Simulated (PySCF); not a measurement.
# InCl₂⁺: singlet, from a linear start

Aim: relax InCl₂⁺ as a singlet from a linear start, check by its vibrations whether the end is a minimum, and collect its spectrum and constants.

Computed with PySCF 2.14.0. Level: PBE0, basis In def2-TZVP with ECP28, Cl def2-TZVP, scalar-relativistic core potentials, no spin–orbit coupling, density fitting.

## (1) Where the work starts

3 atoms, charge 1, spin multiplicity 1.

Bond lengths: In1–Cl2 2.362 Å, In1–Cl3 2.362 Å. Angles: Cl2–In1–Cl3 180.0°.

```xyz
3
charge 1 multiplicity 1
In    0.0000    0.0000    0.0000
Cl    0.0000    0.0000    2.3618
Cl    0.0000    0.0000   -2.3618
```

## (2) The SCF at the typed geometry

One driver script runs all steps and calls PySCF; scf.py shows how it sets up the SCF of each step. The optimiser is the driver's own. After this first run the driver tries any further starts and a stability analysis.

Input file scf.py:

```python
from pyscf import gto, scf, dft
mol = gto.M(atom='''
In     0.000000     0.000000     0.000000
Cl     0.000000     0.000000     2.361800
Cl     0.000000     0.000000    -2.361800''',
    basis={'In': 'def2-TZVP', 'Cl': 'def2-TZVP'},
    ecp={'In': 'def2-TZVP'},
    charge=1, spin=0)
mf = dft.RKS(mol, xc='PBE0')
mf.grids.atom_grid = (50, 194)
aux = {'In': 'def2-universal-JKFIT', 'Cl': 'def2-universal-JKFIT'}
mf = mf.density_fit(auxbasis=aux)
mf.conv_tol = 1e-08
mf.diis_space = 10
mf.max_cycle = 60
mf.init_guess = 'minao'
mf.verbose = 4
mf.kernel()
```

Run with:

```console
$ OMP_NUM_THREADS=2 python axn.py task.json out
```

After this run come: Relaxing the singlet from the linear start; Hessian and properties.

Q: Predict the outcome of this session. Wanted: minimum; geometry; wavenumbers; dipole moment; highest occupied, lowest empty level; polar-tensor charge of In1; zero-point energy.

The runs gave:

| quantity | value |
| --- | --- |
| minimum | singlet, D∞h |
| geometry | In–Cl 2.203 Å (×2); Cl–In–Cl 180.0° |
| wavenumbers (cm⁻¹) | 91 (πu), 388 (σg+), 505 (σu+) |
| dipole moment (centre of mass) | 0.00 D |
| highest occupied, lowest empty level | -15.21, -9.15 eV |
| polar-tensor charge of In1 | +1.44 e |
| zero-point energy | 6.4 kJ/mol |
| entropy at 298.15 K | 283.1 J/(mol K) |

What this shows: The molecule stays D∞h, as typed, and the end point is a minimum. The strongest infrared band lies at 505 cm⁻¹ (σu+, stretch). Only this shape and spin were tried, so other structures or states may lie lower.
